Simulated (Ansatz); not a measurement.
# BiAs (CsCl type): the cost of one run

Program: Ansatz 0.2.0. Level of theory: DFT PBE, scalar-relativistic. These are calculated values, not measurements.

### Step 1. Starting point

The structure is cubic, space group Pm-3m (No. 221). Conventional cell: a = 3.694 Å, b = 3.694 Å, c = 3.694 Å, α = 90.00°, β = 90.00°, γ = 90.00°. As (site symmetry m-3m) is surrounded by 8 Bi at 3.20 Å. Around Bi (site symmetry m-3m) lie 8 As at 3.20 Å.

Coordinates:

```xyz
2
Lattice="3.6940 0.0000 0.0000 0.0000 3.6940 0.0000 0.0000 0.0000 3.6940" Properties=species:S:1:pos:R:3 pbc="T T T"
As    0.0000    0.0000    0.0000
Bi    1.8470    1.8470    1.8470
```

The structure (CsCl type) was typed from a prototype and relaxed by PAW; whether it is the ground state wasn't tested.

Atoms are numbered in the order of the input: As1, Bi2.

### Step 2. Volume × 0.9405, LAPW

Input file input.yaml:

```yaml
crystal:
  lattice:
    - [3.6192804749, 0.0, 0.0]
    - [0.0, 3.6192804749, 0.0]
    - [0.0, 0.0, 3.6192804749]
  atoms:
    - { symbol: As, position: [0.0, 0.0, 0.0] }
    - { symbol: Bi, position: [0.5, 0.5, 0.5] }
kpoints:
  mp_grid: { grid: [13, 13, 13] }
scf:
  occupations: { method: fermi_dirac, width: 0.05 }
hamiltonian:
  xc: pbe
  pseudopotentials: { kind: all_electron, lapw: { basis_error: 0.0005 } }
output:
  forces: true
  stress: true
  eigenvalues: true
```

Command:

```bash
$ ansatz run input.yaml --threads 1 --pin off --max-ram 2048MiB --backend cpu --events-out ev --progress --plain --runs-dir out
```

**Question.** How long does this run take on 1 thread of Intel Xeon Platinum 8488C (Sapphire Rapids), shared host, and how much memory does it need?

About 20 s, with a peak of 0.48 GiB.
